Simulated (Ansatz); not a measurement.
# H6C: the cost of one run

All numbers below are computed with Ansatz 0.2.0 (DFT PBE+D3(BJ), plane waves, PAW, scalar-relativistic, no spin polarisation).

### 1 Starting point

The cell holds 28 atoms (C4H24): a = 7.192 Å, b = 7.192 Å, c = 7.192 Å, α = 90.00°, β = 90.00°, γ = 90.00°.

Structure file:

```xyz
28
Lattice="7.1920 0.0000 0.0000 0.0000 7.1920 0.0000 0.0000 0.0000 7.1920" Properties=species:S:1:pos:R:3 pbc="T T T"
H     7.1500    1.8164    7.4361
H     7.2327    1.9622    6.7182
H     0.4190    0.7017    4.5051
H     0.1588    0.8151    3.8248
H     4.0423    5.4262    2.0704
H     4.0417    5.4120    1.3334
H     4.9551    0.3250    6.3390
H     5.0818    1.0279    6.1566
C     0.0638    5.3110    6.9147
H     0.4961    6.2953    6.7367
H    -0.3470    5.2718    7.9232
H     0.8364    4.5502    6.8075
H    -0.7302    5.1269    6.1916
C     1.1441    6.8540    1.8617
H     1.6623    6.3024    1.0778
H     1.1986    7.9218    1.6513
H     1.6152    6.6486    2.8225
H     0.1002    6.5433    1.8952
C     2.3796    3.3606    5.7017
H     3.3138    3.1265    5.1918
H     2.5139    3.2459    6.7769
H     1.5988    2.6823    5.3587
H     2.0918    4.3878    5.4791
C     5.1972    2.3120    2.8064
H     4.8571    3.1072    2.1435
H     4.8027    1.3570    2.4603
H     4.8426    2.5062    3.8183
H     6.2863    2.2776    2.8035
```

### 2 Relaxing the start

Input file input.yaml:

```yaml
accuracy: low
crystal:
  lattice:
    - [7.191966, 0.0, 0.0]
    - [0.0, 7.191966, 0.0]
    - [0.0, 0.0, 7.191966]
  atoms:
    - { symbol: H, position: [0.9941714, 0.2525579, 1.033942] }
    - { symbol: H, position: [1.0056703, 0.2728361, 0.9341296] }
    - { symbol: H, position: [0.0582554, 0.0975723, 0.6264125] }
    - { symbol: H, position: [0.0220866, 0.1133304, 0.5318109] }
    - { symbol: H, position: [0.562052, 0.7544748, 0.2878761] }
    - { symbol: H, position: [0.5619764, 0.7525096, 0.1853965] }
    - { symbol: H, position: [0.6889814, 0.0451918, 0.8814027] }
    - { symbol: H, position: [0.7065882, 0.1429284, 0.8560352] }
    - { symbol: C, position: [0.0088731, 0.7384698, 0.9614536] }
    - { symbol: H, position: [0.0689865, 0.8753243, 0.9366969] }
    - { symbol: H, position: [-0.048255, 0.7330167, 1.1016761] }
    - { symbol: H, position: [0.1162975, 0.6326722, 0.9465354] }
    - { symbol: H, position: [-0.1015368, 0.7128659, 0.8609062] }
    - { symbol: C, position: [0.1590771, 0.9530075, 0.2588564] }
    - { symbol: H, position: [0.2311272, 0.8763054, 0.1498552] }
    - { symbol: H, position: [0.1666643, 1.1014734, 0.229599] }
    - { symbol: H, position: [0.224586, 0.9244476, 0.3924551] }
    - { symbol: H, position: [0.013931, 0.9098036, 0.2635164] }
    - { symbol: C, position: [0.3308668, 0.4672738, 0.7927805] }
    - { symbol: H, position: [0.4607578, 0.4347275, 0.7218951] }
    - { symbol: H, position: [0.3495494, 0.4513204, 0.9422868] }
    - { symbol: H, position: [0.2223032, 0.3729537, 0.7451011] }
    - { symbol: H, position: [0.2908569, 0.6100937, 0.7618391] }
    - { symbol: C, position: [0.7226349, 0.3214688, 0.3902151] }
    - { symbol: H, position: [0.6753552, 0.4320333, 0.2980423] }
    - { symbol: H, position: [0.6677837, 0.1886867, 0.3420908] }
    - { symbol: H, position: [0.6733304, 0.3484707, 0.5309121] }
    - { symbol: H, position: [0.8740701, 0.3166847, 0.3898151] }
basis:
  ecutwfc: 420.0
kpoints:
  mp_grid: { grid: [1, 1, 1] }
hamiltonian:
  xc: pbe
  dispersion: d3bj
scf:
  occupations: { method: fermi_dirac, width: 0.05 }
  lower_state_search: "off"
relax:
  f_tol: 0.3
  max_steps: 15
  adjacent_minimum: "off"
```

The run is started by

```console
> ansatz run input.yaml --threads 1 --pin off --max-ram 3072MiB --backend cpu --events-out ev --progress --plain --runs-dir out
```

**Question.** How long does this run take on 1 thread of an Arm CPU, shared host, and how much memory does it need?

About 3.6 s, with a peak of 0.36 GiB.
